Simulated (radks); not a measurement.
# Fractional charge and spin in the 5d shell of tungsten

One table from this session's results is given with a row withheld; the runs are named, their logs left out.

Method: scalar-relativistic Kohn-Sham, PBE, spin-polarised, spherical densities, finite nucleus. Code: radks (a radial shooting solver on a logarithmic mesh, Libxc functionals) version 1.

**Starting point**

| Item | Value |
| --- | --- |
| element | tungsten (Z = 74) |
| configuration | [Xe] 4f14 6s(up 0.5, down 0.5) 5d(up 4, down 1) |
| nuclear rms radius | 5.3658 fm |

A shell typed twice in an input gives spin up, then spin down.

Set-up of the first run:

Input:

```text
Z 74
configuration [Xe] 4f14 6s0.5 6s0.5 5d4 5d1
relativity scalar-relativistic
functional pbe,pbe
spin polarised
nucleus finite rms 5.3658 fm
c 137.035999084
```

Steps of the session up to this table: 5d: up 4, down 1.

One table of the session follows, with a row left open; its other results are not shown here.

From the orbitals of this run (lengths in bohr):

```
  level     <r>  outermost maximum (interpolated)  90 % within  nodes
  5p up   1.259                              1.10         1.84      3
5p down   1.251                              1.09         1.83      3
  4f up  0.6099                             0.429         1.01      0
4f down  0.6067                             0.429         1.01      0
  6s up       ?                                 ?            ?      ?
6s down   3.397                              2.76         5.14      5
  5d up   2.146                              1.52         3.50      2
5d down   2.292                              1.52         3.87      2
```

Estimate the missing values for 6s up.

The run gave: <r>: 3.210; outermost maximum (interpolated): 2.68; 90 % within: 4.79; nodes: 5. In the column «<r>» it lies between 5d down (2.292) and 6s down (3.397).
